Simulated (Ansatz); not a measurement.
# CH7BrSi: the cost of one run

The runs use Ansatz 0.2.0, Gaussian basis; PBE0-D4, def2-SVP first, then def2-TZVP.

152 further runs of the same task are left out: 152 set aside as unsound or not needed.

## Step 1: Where the work starts

The guess: 10 atoms, charge 0, spin multiplicity 1.

Atoms are counted from 1 here; the program's logs count them from 0.

Bond lengths: Si1–H3 1.448 Å, Si1–H4 1.473 Å, Si1–H5 1.448 Å, Si1–C7 2.106 Å, H6–C7 1.328 Å, C7–H8 1.087 Å, C7–H9 1.101 Å, C7–H10 1.087 Å. Angles: H3–Si1–H4 108.2°, H3–Si1–H5 123.9°, H3–Si1–C7 108.2°, H4–Si1–H5 108.1°, H4–Si1–C7 97.0°, H5–Si1–C7 108.2°, Si1–C7–H6 66.5°, Si1–C7–H8 96.5°, Si1–C7–H9 144.9°, Si1–C7–H10 96.7°, H6–C7–H8 124.5°, H6–C7–H9 78.4°, H6–C7–H10 124.3°, H8–C7–H9 103.4°, H8–C7–H10 109.4°, H9–C7–H10 103.4°.

As a file:

```xyz
10
CH7BrSi
Si   -1.0627    0.3548   -0.1793
Br    0.0484   -2.1506   -1.5095
H    -1.0342    0.6744   -1.5911
H    -1.3882    1.5846    0.5632
H    -1.8353   -0.7308    0.3866
H     0.5545   -0.7971   -0.3406
C     0.9241    0.1675    0.4940
H     1.2534    1.1560    0.1849
H     1.8419   -0.4370    0.4342
H     0.6982    0.1782    1.5575
```

Distances that are to change: Si1–C7 2.11 Å, Br2–H6 1.86 Å, Si1–Br2 3.05 Å, H6–C7 1.33 Å.

## Step 2: Constrained relaxation of the guess

Input file hold/in.yaml:

```yaml
crystal:
  periodic: [false, false, false]
  atoms:
    - {symbol: Si, position_ang: [-1.062700, 0.354800, -0.179300]}
    - {symbol: Br, position_ang: [0.048400, -2.150600, -1.509500]}
    - {symbol: H, position_ang: [-1.034200, 0.674400, -1.591100]}
    - {symbol: H, position_ang: [-1.388200, 1.584600, 0.563200]}
    - {symbol: H, position_ang: [-1.835300, -0.730800, 0.386600]}
    - {symbol: H, position_ang: [0.554500, -0.797100, -0.340600]}
    - {symbol: C, position_ang: [0.924100, 0.167500, 0.494000]}
    - {symbol: H, position_ang: [1.253400, 1.156000, 0.184900]}
    - {symbol: H, position_ang: [1.841900, -0.437000, 0.434200]}
    - {symbol: H, position_ang: [0.698200, 0.178200, 1.557500]}
basis:
  gaussian: {orbitals: def2-SVP}
hamiltonian: {xc: pbe0, dispersion: d4}
relax: {f_tol: 0.04, max_steps: 150, escape_saddle: false, constraints: [{distance: [0, 6]}, {distance: [1, 5]}, {distance: [0, 1]}, {distance: [5, 6]}]}
```

Run with:

```sh
> ansatz run in.yaml --threads 4 --pin off --events-out ev --progress --plain --max-ram 9574MiB
```

**Question.** How long does this run take on 4 threads of Arm Neoverse V2, shared host?

About 6 s.
